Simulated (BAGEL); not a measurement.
**HF/3-21G (density fitting with qzvpp-jkfit) run of [GeF3]− (SMILES [F][Ge-]([F])[F])**

What is the vertical ionisation energy of [GeF3]− at HF/3-21G (density fitting with qzvpp-jkfit)? 

The results are computed with BAGEL 1.2.2.

2 further runs of the same task are left out: 2 that didn't finish.

### Step 1. Starting point

[GeF3]− has 4 atoms, charge -1, and is taken as a singlet. SMILES: `[F][Ge-]([F])[F]`. Geometry: a GFN2-xTB relaxation, a rough one for these elements and not checked as a minimum.

Bond lengths: Ge1–F2 2.015 Å, Ge1–F3 2.020 Å, Ge1–F4 2.021 Å. Angles: F2–Ge1–F3 101.7°, F2–Ge1–F4 101.8°, F3–Ge1–F4 102.5°.

### Step 2. A single-point energy at HF/3-21G (density fitting with qzvpp-jkfit)

input.json

```json
{ "bagel" : [

{
  "title" : "molecule",
  "basis" : "3-21g",
  "df_basis" : "qzvpp-jkfit",
  "angstrom" : "true",
  "geometry" : [
    { "atom" : "Ge", "xyz" : [      -0.007690,       0.004630,       0.667770 ] },
    { "atom" : "F", "xyz" : [       1.806220,      -0.034700,      -0.209550 ] },
    { "atom" : "F", "xyz" : [      -0.868040,       1.590930,      -0.240550 ] },
    { "atom" : "F", "xyz" : [      -0.930480,      -1.560860,      -0.217670 ] }
  ]
},

{
  "title" : "hf",
  "charge" : -1
},

{
  "title" : "print",
  "file" : "orbitals.molden",
  "orbitals" : "true"
}

]}
```

Command:

```bash
BAGEL_NUM_THREADS=1 BAGEL input.json > input.out
```

The log of the run:

```text
* using 1 threads per process

  ===============================================================
  ===============================================================

  *** Geometry ***

  { "atom" : "Ge", "xyz" : [     -0.014532,      0.008749,      1.261902 ] },
  { "atom" : "F", "xyz" : [      3.413261,     -0.065573,     -0.395992 ] },
  { "atom" : "F", "xyz" : [     -1.640358,      3.006422,     -0.454574 ] },
  { "atom" : "F", "xyz" : [     -1.758352,     -2.949598,     -0.411337 ] },

  Number of auxiliary basis functions:      497

  Since a DF basis is specified, we compute 2- and 3-index integrals:
    o Being stored without compression. Storage requirement is 0.010 GB

  Number of basis functions:       49
  Number of electrons      :       59

    * METHOD: MOLECULE                             0.14

  *** RHF ***

  === Nuclear Repulsion ===
   267.4221014070

      * DIIS with orbital gradients will be used.

  === RHF iteration (3-21g) ===
      0      -2361.79513329          0.03985054           0.04
      1      -2362.01866658          0.02590689           0.04
      2      -2362.13706597          0.00164585           0.04
      3      -2362.13959302          0.00058423           0.04
      4      -2362.13996986          0.00010801           0.04
      5      -2362.13997978          0.00001973           0.04
      6      -2362.13997997          0.00000823           0.04
      7      -2362.13997999          0.00000223           0.04
      8      -2362.13997999          0.00000096           0.04
      9      -2362.13997999          0.00000028           0.04
     10      -2362.13997999          0.00000010           0.04
     11      -2362.13997999          0.00000004           0.04
     12      -2362.13997999          0.00000001           0.04
     13      -2362.13997999          0.00000001           0.04
    * SCF iteration converged.

    * Permanent dipole moment:
           (    0.006148,    -0.007660,    -0.968297) a.u.

    * METHOD: HF                                   0.63

    * METHOD: PRINT                                0.00

  ===============================================================
```

It took 0.92 s on 1 thread of Arm Neoverse V2, shared host.

### Step 3. Doublet neutral GeF3, same level

input.json

```json
{ "bagel" : [

{
  "title" : "molecule",
  "basis" : "3-21g",
  "df_basis" : "qzvpp-jkfit",
  "angstrom" : true,
  "geometry" : [
    { "atom" : "Ge", "xyz" : [   -0.007690,    0.004630,    0.667770 ] },
    { "atom" : "F", "xyz" : [    1.806220,   -0.034700,   -0.209550 ] },
    { "atom" : "F", "xyz" : [   -0.868040,    1.590930,   -0.240550 ] },
    { "atom" : "F", "xyz" : [   -0.930480,   -1.560860,   -0.217670 ] }
  ]
},
{
  "title" : "uhf",
  "nopen" : 1
},
{
  "title" : "print",
  "file" : "orbitals.molden",
  "orbitals" : true
}

]}
```

Command:

```bash
BAGEL_NUM_THREADS=1 BAGEL input.json > input.out
```

The log of the run:

```text
* using 1 threads per process

  ===============================================================
  ===============================================================

  *** Geometry ***

  { "atom" : "Ge", "xyz" : [     -0.014532,      0.008749,      1.261902 ] },
  { "atom" : "F", "xyz" : [      3.413261,     -0.065573,     -0.395992 ] },
  { "atom" : "F", "xyz" : [     -1.640358,      3.006422,     -0.454574 ] },
  { "atom" : "F", "xyz" : [     -1.758352,     -2.949598,     -0.411337 ] },

  Number of auxiliary basis functions:      497

  Since a DF basis is specified, we compute 2- and 3-index integrals:
    o Being stored without compression. Storage requirement is 0.010 GB

  Number of basis functions:       49
  Number of electrons      :       59

    * METHOD: MOLECULE                             0.14

  *** Open-shell HF ***

  === Nuclear Repulsion ===
   267.4221014070

      * DIIS with orbital gradients will be used.

  === UHF iteration (3-21g) ===
      0      -2361.63035393          0.07713026           0.07
      1      -2361.83621501          0.06042726           0.07
      2      -2361.93896388          0.03995784           0.07
      3      -2362.01258623          0.00204247           0.07
      4      -2362.01504595          0.00091636           0.07
      5      -2362.01602983          0.00040143           0.07
      6      -2362.01639331          0.00028521           0.07
      7      -2362.01665584          0.00014102           0.07
      8      -2362.01667331          0.00005360           0.07
      9      -2362.01667585          0.00003439           0.07
     10      -2362.01667641          0.00002388           0.07
     11      -2362.01667700          0.00001683           0.07
     12      -2362.01667755          0.00001169           0.07
     13      -2362.01667792          0.00000904           0.07
     14      -2362.01667822          0.00000576           0.07
     15      -2362.01667834          0.00000372           0.07
     16      -2362.01667838          0.00000184           0.07
     17      -2362.01667839          0.00000144           0.07
     18      -2362.01667840          0.00000104           0.07
     19      -2362.01667840          0.00000028           0.07
     20      -2362.01667840          0.00000022           0.07
     21      -2362.01667840          0.00000016           0.07
     22      -2362.01667840          0.00000013           0.07
     23      -2362.01667840          0.00000011           0.08
     24      -2362.01667840          0.00000009           0.07
     25      -2362.01667840          0.00000007           0.07
     26      -2362.01667840          0.00000005           0.07
     27      -2362.01667840          0.00000003           0.07
     28      -2362.01667840          0.00000002           0.08
     29      -2362.01667840          0.00000001           0.07
     30      -2362.01667840          0.00000001           0.07
    * SCF iteration converged.

    * S^2 (UHF) is 0.8377

    * Permanent dipole moment:
           (    0.043001,    -0.008234,    -1.772437) a.u.

    * METHOD: UHF                                  2.33

    * METHOD: PRINT                                0.00

  ===============================================================
```

It took 2.6 s on 1 thread of Arm Neoverse V2, shared host.

### Step 4. What came out

Level: HF/3-21G (density fitting with qzvpp-jkfit).

```
                                                              quantity           value
                                         singlet [GeF3]−: total energy  -2362.13998 Eh
                                          singlet [GeF3]−: HOMO energy        -4.15 eV
                                          singlet [GeF3]−: LUMO energy         9.34 eV
singlet [GeF3]−: HOMO–LUMO gap (to an unbound level, set by the basis)        13.48 eV
                                    doublet neutral GeF3: total energy  -2362.01668 Eh
                                   doublet neutral GeF3: dipole moment          4.51 D
                                            doublet neutral GeF3: ⟨S²⟩           0.838
                   vertical detachment energy (to the doublet neutral)        3.355 eV
```

What this shows: The vertical ionisation energy comes to 3.36 eV (324 kJ/mol). The negative HOMO energy of the first species, 4.15 eV, lies 0.79 eV above that difference.
